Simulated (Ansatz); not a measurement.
# Bi: structure and electronic properties

The task here is to estimate one member of a computed series from the others.

Method: DFT PBEsol, scalar-relativistic, plane waves, PAW, in Ansatz 0.2.0.

### The starting structure

It takes space group P6_3/mmc (No. 194, hexagonal). Conventional cell: a = 4.537 Å, b = 4.537 Å, c = 5.200 Å, α = 90.00°, β = 90.00°, γ = 120.00°. Bi (site symmetry -6m2) has 6 Bi at 3.69 Å in its first shell of neighbours.

As a file:

```
CELL_PARAMETERS angstrom
4.53674 0.00000 0.00000
-2.26837 3.92893 0.00000
0.00000 0.00000 5.19983
ATOMIC_POSITIONS crystal
Bi 0.33333 0.66667 0.25000
Bi 0.66667 0.33333 0.75000
```

The structure comes from the Crystallography Open Database.

The first run:

(A quick probe on a coarse mesh, which set the mesh and smearing, is not shown.)

input.yaml

```yaml
crystal:
  lattice:
    - [4.53674, 0.0, 0.0]
    - [-2.26837, 3.9289320904, 0.0]
    - [0.0, 0.0, 5.19983]
  atoms:
    - { symbol: Bi, position: [0.3333333333, 0.6666666667, 0.25] }
    - { symbol: Bi, position: [0.6666666667, 0.3333333333, 0.75] }
basis:
  ecutwfc: 420
kpoints:
  mp_grid: { grid: [6, 6, 4] }
hamiltonian:
  xc: pbesol
scf:
  occupations: { method: gaussian, width: 0.1 }
output:
  forces: true
  stress: true
  eigenvalues: true
relax:
  adjacent_minimum: "off"
  f_tol: 0.05
  max_steps: 80
  cell: { stress_tol: 0.5 }
```

Started as:

```bash
> ansatz run input.yaml --threads 1 --pin off --max-ram 2560MiB --backend cpu --events-out ev --progress --plain --runs-dir out
```

Steps of the session up to this table: Coarse relaxation; Relaxing cell and atoms; Bands, states and charges; The cell scaled to 0.97 of its volume; Point at V/V0 = 1.03; Point at V/V0 = 0.94; Volume × 1.06.

One table of the session follows, with a row left open; its other results are not shown here.

It belongs to the step «Fit of the equation of state». 

```
volume (Å³/atom)  energy above the lowest point (meV/atom)  pressure (GPa)
          31.261                                      19.6            3.26
          32.259                                       4.8            1.56
          33.257                                       0.0            0.00
          34.254                                         ?               ?
          35.252                                      15.9           -2.37
```

Q: Estimate the row for volume (Å³/atom) = 34.254 from the others.

Worked estimate for «energy above the lowest point (meV/atom)». A straight line through the neighbours (33.257, 0.0) and (35.252, 15.9) gives 0.0 + (15.9 − 0.0) × (34.254 − 33.257) / (35.252 − 33.257) = 7.9; a parabola fitted to 3 rows on both sides gives 3.7.

The run gave: energy above the lowest point (meV/atom): 4.3; pressure (GPa): -1.34. In «energy above the lowest point (meV/atom)» the line misses by +3.6 and the parabola by -0.6.
